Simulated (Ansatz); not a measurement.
Predict the output of the script below (Ansatz 0.2.0, Python API).

`POSCAR_osru`
```text
OsRu
1.0
   2.72701046    0.00000000    0.00000000
  -1.36350523    2.36166033    0.00000000
   0.00000000    0.00000000    4.30032006
Ru Os
1 1
Direct
   0.33333333    0.66666667    0.00000000
   0.66666667    0.33333333    0.50000000
```

`osru_vcrelax.py`:
```python
"""Cell relaxation of OsRu."""

import json

import ansatz as az
from ase import Atoms
from ase.data import atomic_numbers
from ase.io import read
from ase.neighborlist import neighbor_list
import numpy as np
import spglib

def edges_and_angles(cell):
    cell = np.asarray(cell)
    a, b, c = np.linalg.norm(cell, axis=1)
    cosines = cell[1] @ cell[2] / (b * c), cell[0] @ cell[2] / (a * c), cell[0] @ cell[1] / (a * b)
    return (a, b, c, *np.degrees(np.arccos(cosines)))

atoms = read("POSCAR_osru", format="vasp")
system = az.Crystal.from_ase(atoms)

# every cell quantity that the symmetry leaves free
model = (
    system.calculation()
    .kpoints(12, 12, 7)
    .mixing("msr1", beta=0.1)
    .occupations("Marzari-Vanderbilt", width=0.05)
    .basis(630)
    .functional(az.Functional.R2SCAN)
    .scf(tolerance=1e-08)
    .pseudopotentials("paw")
    .relax(force_tolerance=0.1, max_steps=100, cell=True)
    .potential()
)
result = model.run(threads=1, events_out="stream.ndjson")
with open("stream.ndjson") as stream:
    events = [json.loads(line) for line in stream]
steps = [e["data"] for e in events if e["event"] == "relax_step"]
summary = result.report
for s in steps:
    flag = "" if s["accepted"] else "  (rejected)"
    print("step %2d  E = %.5f eV  largest force component = %.4f eV/A%s" % (s["step"], s["lagrangian_ev"], s["allowed_force_max_ev_ang"], flag))

first, last = steps[0], steps[-1]
symbols = [site.symbol for site in result.lattice.sites]
print(f"energy gained {first['lagrangian_ev'] - last['lagrangian_ev']:.4f} eV in {len(steps) - 1} steps")
for label, vectors in (("before", first["cell_ang"]), ("after", result.lattice.cell_ang)):
    print(label, "a b c (A) {:.4f} {:.4f} {:.4f}  angles {:.2f} {:.2f} {:.2f}".format(*edges_and_angles(vectors)), f" V = {abs(np.linalg.det(vectors)):.3f} A^3")
print("final stress xx yy zz (GPa, compression positive):", np.round(np.diag(summary["stress_gpa"]), 3) + 0.0)

change = np.array(last["positions_ang"]) @ np.linalg.inv(last["cell_ang"]) - np.array(first["positions_ang"]) @ np.linalg.inv(first["cell_ang"])
moved = np.linalg.norm(change @ np.array(last["cell_ang"]), axis=1)
print("displacement within the cell, strain taken out (A):", " ".join(f"{s}:{d:.3f}" for s, d in zip(symbols, moved)))

final = Atoms(symbols, positions=last["positions_ang"], cell=result.lattice.cell_ang, pbc=True)
i, j, d = neighbor_list("ijd", final, 4.5)
print("neighbours within 1.2 times the shortest distance of each atom (A)")
for atom in range(len(final)):
    near = [m for m in np.argsort(d) if i[m] == atom]
    shell = [m for m in near if d[m] < 1.2 * d[near[0]]]
    print(f"{symbols[atom]}{atom} ({len(shell)}):", ", ".join(f"{symbols[j[m]]} {d[m]:.3f}" for m in shell))

fractions = [site.position_frac for site in result.lattice.sites]
numbers = [atomic_numbers[s] for s in symbols]
for tolerance in (1e-3, 1e-2, 1e-1):
    print(f"space group at {tolerance} A:", spglib.get_spacegroup((result.lattice.cell_ang, fractions, numbers), symprec=tolerance))

for key in ("converged", "n_iterations", "n_electrons", "n_kpoints", "n_pw", "n_symmetry_ops", "free_energy_ev", "fermi_energy_ev"):
    print(f"{key:18s} {summary[key]}")

v = result.potential()
line = v.v_es_ev.mean(axis=(0, 1))
print("planar mean of the electrostatic potential along the third grid axis (eV):")
print(np.round(line[:: max(len(line) // 12, 1)], 3))
```

Running `python osru_vcrelax.py` prints:
```text
DeckWarning: relax.cell: scf.convergence.dr2_threshold = 1e-8 eV is looser than the 2e-10 eV advised for a relaxation that steers and ends on the stress (1e-10 eV for each atom of the cell: 2). What an SCF threshold leaves in a stress goes as its square root, and in the free energy as the threshold itself, and one [...]
step  1  E = -17288.35839 eV  largest force component = 0.0000 eV/A
step  2  E = -17288.35323 eV  largest force component = 0.0000 eV/A  (rejected)
step  3  E = -17288.36126 eV  largest force component = 0.0000 eV/A
step  4  E = -17288.36126 eV  largest force component = 0.0000 eV/A
step  5  E = -17288.36121 eV  largest force component = 0.0000 eV/A
energy gained 0.0028 eV in 4 steps
before a b c (A) 2.7270 2.7270 4.3003  angles 90.00 90.00 120.00  V = 27.695 A^3
after a b c (A) 2.7151 2.7151 4.3059  angles 90.00 90.00 120.00  V = 27.490 A^3
final stress xx yy zz (GPa, compression positive): [0.009 0.009 0.026]
displacement within the cell, strain taken out (A): Ru:0.000 Os:0.000
neighbours within 1.2 times the shortest distance of each atom (A)
Ru0 (12): Os 2.663, Os 2.663, Os 2.663, Os 2.663, Os 2.663, Os 2.663, Ru 2.715, Ru 2.715, Ru 2.715, Ru 2.715, Ru 2.715, Ru 2.715
Os1 (12): Ru 2.663, Ru 2.663, Ru 2.663, Ru 2.663, Ru 2.663, Ru 2.663, Os 2.715, Os 2.715, Os 2.715, Os 2.715, Os 2.715, Os 2.715
space group at 0.001 A: P-6m2 (187)
space group at 0.01 A: P-6m2 (187)
space group at 0.1 A: P-6m2 (187)
converged          True
n_iterations       2
n_electrons        32.0
n_kpoints          76
n_pw               989
n_symmetry_ops     12
free_energy_ev     -17288.361214434386
fermi_energy_ev    24.767937456790943
planar mean of the electrostatic potential along the third grid axis (eV):
[-3.703  3.612 17.373 22.361 16.293  6.681  2.473  6.681 16.293 22.361
 17.373  3.612]
```
(Warnings from the package without file and line, shortened.)

Caveats:
- The settings weren't tested for convergence.
- Forces vanish by symmetry, so the ions can't move, and the end may be a saddle.
- The mesh is modest for a metal, so energies can be off by several to tens of meV an atom and pressures by half a GPa or more; differences at equal mesh fare better.
- The zero of the levels is a convention of the potentials, so an absolute Fermi energy is no work function.
- Energies along a relaxation are free energies. Rows at an unchanged volume are solved on a plane-wave basis chosen afresh for that cell, so the energy jumps there and such rows are no steps of the walk.
- Spin-orbit coupling, which matters for elements this heavy, is left out.
- This cell is a computed structure, which may not be the phase found in nature.
- Hardware and time: 70 s on 1 thread of Intel(R) Xeon(R) Platinum 8175M CPU @ 2.50GHz (Skylake/Cascade Lake), with other jobs on the host, peak memory 0.65 GiB.

(A comment or docstring line of the script was reworded after the run, the code is as it ran; lines on the test bed's own set-up are left out of the output.)
